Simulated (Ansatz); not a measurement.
**Hf: response to strain**

Hf is deformed so: zz strain of +3 %. What stress and forces result, by LAPW, PAW and all-electron datasets made for the crystal?

Method: DFT PBEsol, scalar-relativistic, in Ansatz 0.2.0.

## 1. The system as given

Symmetry: Im-3m, No. 229, cubic system. Conventional cell: a = 3.610 Å, b = 3.610 Å, c = 3.610 Å, α = 90.00°, β = 90.00°, γ = 90.00°. Hf (site symmetry m-3m) is surrounded by 8 Hf at 3.13 Å.

As a file:

```cif
data_structure
_symmetry_space_group_name_H-M 'Im-3m'
_symmetry_Int_Tables_number 229
_cell_length_a 3.6100
_cell_length_b 3.6100
_cell_length_c 3.6100
_cell_angle_alpha 90.000
_cell_angle_beta 90.000
_cell_angle_gamma 90.000
_cell_volume 47.05
loop_
_atom_site_label
_atom_site_type_symbol
_atom_site_symmetry_multiplicity
_atom_site_Wyckoff_symbol
_atom_site_fract_x
_atom_site_fract_y
_atom_site_fract_z
_atom_site_occupancy
Hf1 Hf 2 a 0.00000 0.00000 0.00000 1
```

The file gives the conventional cell by its symmetry; the runs use the cell typed in the input.

## 2. After the deformation

Space group Im-3m before, I4/mmm after.

## 3. LAPW, all electrons

Input file input.yaml:

```yaml
crystal:
  lattice:
    - [-1.805, 1.805, 1.85915]
    - [1.805, -1.805, 1.85915]
    - [1.805, 1.805, -1.85915]
  atoms:
    - { symbol: Hf, position: [0.0, 0.0, 0.0] }
kpoints:
  mp_grid: { grid: [14, 14, 14] }
  band_path:
    path:
      - [0.0, 0.0, 0.0]
      - [0.0, 0.0, 0.5]
      - [0.25, 0.25, 0.25]
      - [0.0, 0.5, 0.0]
      - [0.0, 0.0, 0.0]
      - [0.5, 0.5, -0.5]
      - [0.4856489773, 0.5143510227, -0.4856489773]
      - [-0.4856489773, 0.4856489773, 0.4856489773]
      - [0.0, 0.0, 0.0]
    npoints: 5
scf:
  occupations: { method: fermi_dirac, width: 0.05 }
hamiltonian:
  xc: pbesol
  pseudopotentials: { kind: all_electron, lapw: { basis_error: 0.0005 } }
output:
  forces: true
  stress: true
  eigenvalues: true
```

The run is started by

```
$ ansatz run input.yaml --threads 1 --pin off --max-ram 3072MiB --backend cpu --events-out ev --progress --plain --runs-dir out
```

## 4. Frozen-core PAW

Input file input.yaml:

```yaml
crystal:
  lattice:
    - [-1.805, 1.805, 1.85915]
    - [1.805, -1.805, 1.85915]
    - [1.805, 1.805, -1.85915]
  atoms:
    - { symbol: Hf, position: [0.0, 0.0, 0.0] }
kpoints:
  mp_grid: { grid: [14, 14, 14] }
scf:
  occupations: { method: fermi_dirac, width: 0.05 }
hamiltonian:
  xc: pbesol
  pseudopotentials: { kind: paw }
output:
  forces: true
  stress: true
  eigenvalues: true
  efg: { contact_densities: true }
```

## 5. Datasets made for this crystal

Changes to input.yaml since step 4:

```diff
@@ -13,3 +13,3 @@
   xc: pbesol
-  pseudopotentials: { kind: paw }
+  pseudopotentials: { kind: all_electron, datasets: crystal }
 output:
```

(Steps that only read results are left out.)

Before running it: what results should come out? Wanted: pressure; largest shear or deviatoric stress.

**Answer**, as computed:

| quantity | value |
| --- | --- |
| pressure | LAPW -11.09, PAW -11.11, crystal datasets -11.09 GPa |
| largest shear or deviatoric stress (LAPW) | 0.93 GPa |

**Reading.** The largest part of the stress beyond the pressure is 0.93 GPa in size, in the zz component. No run of the undeformed cell stands beside it, so the pressure holds what the given cell had before the change. PAW: stress within 0.01 GPa of LAPW. Crystal datasets: stress within 0.01 GPa of LAPW. Spin-orbit coupling is left out, though the cell holds Hf; in elements this heavy it can shift bands and gaps by tenths of an eV.
